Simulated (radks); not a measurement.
# Taking charge from the 3d level of Sn⁺ in fractions

What happens to E and to the 3d eigenvalue of Sn⁺ when a fraction of an electron is removed? The exact functional would give straight lines between whole numbers for a frontier level.

The numbers are computed with radks (a radial shooting solver on a logarithmic mesh, Libxc functionals) version 1 (Dirac Kohn-Sham, PBE, spin-unpolarised, spherical densities, finite nucleus; open shells fill j = l - 1/2 first), except any that are marked as measured or tabulated.

**1. The system**

* element: tin (Z = 50)
* charge: +1
* electrons: 49
* configuration: [Ar] 3d(3/2: 4, 5/2: 6) 4s2 4p6 4d10 5s2 5p1
* nuclear rms radius: 4.6519 fm

In the logs a row gives level, spin channel, occupation and eigenvalue; Etot, Ekin, Encl (electron-nucleus), Eh (Hartree) and Exc are energies, all in hartree; err is the last residual, it the number of iterations.

A shell typed twice in an input gives the lower j, then the higher j.

**2. Start: [Ar] 3d(3/2: 4, 5/2: 6) 4s2 4p6 4d10 5s2 5p1**

Input:

```text
Z 50
configuration [Ar] 3d4 3d6 4s2 4p6 4d10 5s2 5p1
relativity Dirac
functional pbe,pbe
spin unpolarised
j_filling energy
nucleus finite rms 4.6519 fm
c 137.035999084
```

What it wrote:

```text
1s1/2   1   2.0000       -1065.77384199
2s1/2   1   2.0000        -161.09215273
2p1/2   1   2.0000        -150.49514040
2p3/2   1   4.0000        -142.01947139
3s1/2   1   2.0000         -31.32055297
3p1/2   1   2.0000         -27.01532613
3p3/2   1   4.0000         -25.46762444
3d3/2   1   4.0000         -17.85885961
3d5/2   1   6.0000         -17.53939958
4s1/2   1   2.0000          -5.20514135
4p1/2   1   2.0000          -3.77407473
4p3/2   1   4.0000          -3.49596553
4d3/2   1   4.0000          -1.25868655
4d5/2   1   6.0000          -1.22034940
5s1/2   1   2.0000          -0.65031843
5p1/2   1   1.0000          -0.38804849
5p3/2   1   0.0000          -0.36723143
Etot -6178.600797389741
Ekin 6505.593008563306
Encl -14984.089330669267
Eh 2464.9196045629556
Exc -165.02407984673664
err 7.453166671677087e-09
it 14
```

Highest occupied level: 5p1/2 at -10.559 eV.

From the orbitals of this run (lengths in bohr):

| level | occupation | energy (eV) | <r> | outermost maximum (interpolated) | 90 % within | nodes |
| --- | --- | --- | --- | --- | --- | --- |
| 4s1/2 | 2 | -141.64 | 0.8187 | 0.746 | 1.19 | 3 |
| 4p1/2 | 2 | -102.70 | 0.8657 | 0.772 | 1.27 | 2 |
| 4p3/2 | 4 | -95.130 | 0.8954 | 0.797 | 1.32 | 2 |
| 4d3/2 | 4 | -34.251 | 1.088 | 0.881 | 1.69 | 1 |
| 4d5/2 | 6 | -33.207 | 1.103 | 0.891 | 1.72 | 1 |
| 5s1/2 | 2 | -17.696 | 2.310 | 1.99 | 3.39 | 4 |
| 5p1/2 | 1 | -10.559 | 2.837 | 2.37 | 4.25 | 3 |
| 5p3/2 | 0 | -9.993 | 2.945 | 2.46 | 4.41 | 3 |

Radial density 4πr²ρ:

| r (bohr) | 4πr²ρ (e/bohr) |
| --- | --- |
| 0.00134 | 2.621 |
| 0.00208 | 5.524 |
| 0.00322 | 11.17 |
| 0.00497 | 20.99 |
| 0.00771 | 36.22 |
| 0.0120 | 53.95 |
| 0.0184 | 64.84 |
| 0.0286 | 61.20 |
| 0.0445 | 57.01 |
| 0.0685 | 74.31 |
| 0.106 | 78.73 |
| 0.165 | 57.20 |
| 0.254 | 67.59 |
| 0.395 | 40.47 |
| 0.613 | 20.83 |
| 0.944 | 20.69 |
| 1.47 | 6.973 |
| 2.28 | 2.110 |
| 3.51 | 0.5309 |
| 5.45 | 0.03974 |

**3. 0.25 electron removed from 3d**

Input:

```text
Z 50
configuration [Ar] 3d4 3d5.75 4s2 4p6 4d10 5s2 5p1
relativity Dirac
functional pbe,pbe
spin unpolarised
j_filling energy
nucleus finite rms 4.6519 fm
c 137.035999084
```

What it wrote:

```text
1s1/2   1   2.0000       -1066.25323595
2s1/2   1   2.0000        -161.58432958
2p1/2   1   2.0000        -150.98867336
2p3/2   1   4.0000        -142.51269718
3s1/2   1   2.0000         -31.69212720
3p1/2   1   2.0000         -27.39303350
3p3/2   1   4.0000         -25.83802847
3d3/2   1   4.0000         -18.25265948
3d5/2   1   5.7500         -17.93099964
4s1/2   1   2.0000          -5.39478800
4p1/2   1   2.0000          -3.95734945
4p3/2   1   4.0000          -3.67492448
4d3/2   1   4.0000          -1.41921364
4d5/2   1   6.0000          -1.37953556
5s1/2   1   2.0000          -0.74789934
5p1/2   1   1.0000          -0.47285387
5p3/2   1   0.0000          -0.44970077
Etot -6174.1671468547665
Ekin 6501.378371101147
Encl -14960.678719375981
Eh 2449.6590127589006
Exc -164.5258113388332
err 7.109904771163333e-09
it 14
```

Energy against step 2 (start: [Ar] 3d(3/2: 4, 5/2: 6) 4s2 4p6 4d10 5s2 5p1): +120.646 eV. 5p1/2 is the highest filled level (-12.867 eV).

**4. 0.5 electron removed from 3d**

Input:

```text
Z 50
configuration [Ar] 3d4 3d5.5 4s2 4p6 4d10 5s2 5p1
relativity Dirac
functional pbe,pbe
spin unpolarised
j_filling energy
nucleus finite rms 4.6519 fm
c 137.035999084
```

What it wrote:

```text
1s1/2   1   2.0000       -1066.74092406
2s1/2   1   2.0000        -162.08468963
2p1/2   1   2.0000        -151.49048386
2p3/2   1   4.0000        -143.01417660
3s1/2   1   2.0000         -32.07007448
3p1/2   1   2.0000         -27.77727298
3p3/2   1   4.0000         -26.21491322
3d3/2   1   4.0000         -18.65348046
3d5/2   1   5.5000         -18.32960645
4s1/2   1   2.0000          -5.58986842
4p1/2   1   2.0000          -4.14613398
4p3/2   1   4.0000          -3.85933950
4d3/2   1   4.0000          -1.58563279
4d5/2   1   6.0000          -1.54460209
5s1/2   1   2.0000          -0.84918765
5p1/2   1   1.0000          -0.56172472
5p3/2   1   0.0000          -0.53621980
Etot -6169.634713847394
Ekin 6497.067160666473
Encl -14936.859569901326
Eh 2434.1782172778217
Exc -164.02052189036317
err 6.832911871468094e-09
it 14
```

Energy against step 2 (start: [Ar] 3d(3/2: 4, 5/2: 6) 4s2 4p6 4d10 5s2 5p1): +243.980 eV. Highest occupied level: 5p1/2 at -15.285 eV.

**5. 0.75 electron removed from 3d**

Input:

```text
Z 50
configuration [Ar] 3d4 3d5.25 4s2 4p6 4d10 5s2 5p1
relativity Dirac
functional pbe,pbe
spin unpolarised
j_filling energy
nucleus finite rms 4.6519 fm
c 137.035999084
```

What it wrote:

```text
1s1/2   1   2.0000       -1067.23663606
2s1/2   1   2.0000        -162.59295275
2p1/2   1   2.0000        -152.00029460
2p3/2   1   4.0000        -143.52363165
3s1/2   1   2.0000         -32.45410166
3p1/2   1   2.0000         -28.16775282
3p3/2   1   4.0000         -26.59798695
3d3/2   1   4.0000         -19.06103358
3d5/2   1   5.2500         -18.73493081
4s1/2   1   2.0000          -5.79007994
4p1/2   1   2.0000          -4.34013046
4p3/2   1   4.0000          -4.04891375
4d3/2   1   4.0000          -1.75766307
4d5/2   1   6.0000          -1.71526836
5s1/2   1   2.0000          -0.95398494
5p1/2   1   1.0000          -0.65443128
5p3/2   1   0.0000          -0.62655670
Etot -6165.001783957722
Ekin 6492.65761156188
Encl -14912.645326700978
Eh 2418.4944604351062
Exc -163.5085292537305
err 6.334385962378627e-09
it 14
```

E − E(step 2, start: [Ar] 3d(3/2: 4, 5/2: 6) 4s2 4p6 4d10 5s2 5p1) = +370.048 eV. Highest occupied level: 5p1/2 at -17.808 eV.

**6. 1 electron removed from 3d**

Input:

```text
Z 50
configuration [Ar] 3d4 3d5 4s2 4p6 4d10 5s2 5p1
relativity Dirac
functional pbe,pbe
spin unpolarised
j_filling energy
nucleus finite rms 4.6519 fm
c 137.035999084
```

What it wrote:

```text
1s1/2   1   2.0000       -1067.74014735
2s1/2   1   2.0000        -163.10888430
2p1/2   1   2.0000        -152.51787382
2p3/2   1   4.0000        -144.04082985
3s1/2   1   2.0000         -32.84396184
3p1/2   1   2.0000         -28.56422746
3p3/2   1   4.0000         -26.98700418
3d3/2   1   4.0000         -19.47507602
3d5/2   1   5.0000         -19.14672971
4s1/2   1   2.0000          -5.99516864
4p1/2   1   2.0000          -4.53908985
4p3/2   1   4.0000          -4.24339921
4d3/2   1   4.0000          -1.93507040
4d5/2   1   6.0000          -1.89130052
5s1/2   1   2.0000          -1.06212892
5p1/2   1   1.0000          -0.75078627
5p3/2   1   0.0000          -0.72052305
Etot -6160.26670899183
Ekin 6488.1480297632825
Encl -14888.047159975713
Eh 2402.6225352058673
Exc -162.99011398526642
err 4.873607605404361e-09
it 14
```

E − E(step 2, start: [Ar] 3d(3/2: 4, 5/2: 6) 4s2 4p6 4d10 5s2 5p1) = +498.896 eV. Highest occupied level: 5p1/2 at -20.430 eV.

**7. All runs together**

| removed (e) | E − E(0) (eV) | eigenvalue (eV) | E minus straight line (eV) |
| --- | --- | --- | --- |
| 0 | 0.000 | -477.27 | 0.000 |
| 0.25 | 120.65 | -487.93 | -4.078 |
| 0.5 | 243.98 | -498.77 | -5.468 |
| 0.75 | 370.05 | -509.80 | -4.124 |
| 1 | 498.90 | -521.01 | 0.000 |

**Reading.** Removing the whole electron costs 498.90 eV, against 477.27 eV from minus the starting eigenvalue. Slater's transition state, half an electron removed, gives 498.77 eV. The trapezoid integral of minus the eigenvalue gives 498.91 eV over the range, against 498.90 eV from the energies (Janak's theorem). The eigenvalue moves by 43.7 eV per electron. E bends below the straight line by 5.47 eV at 0.5 electron removed.
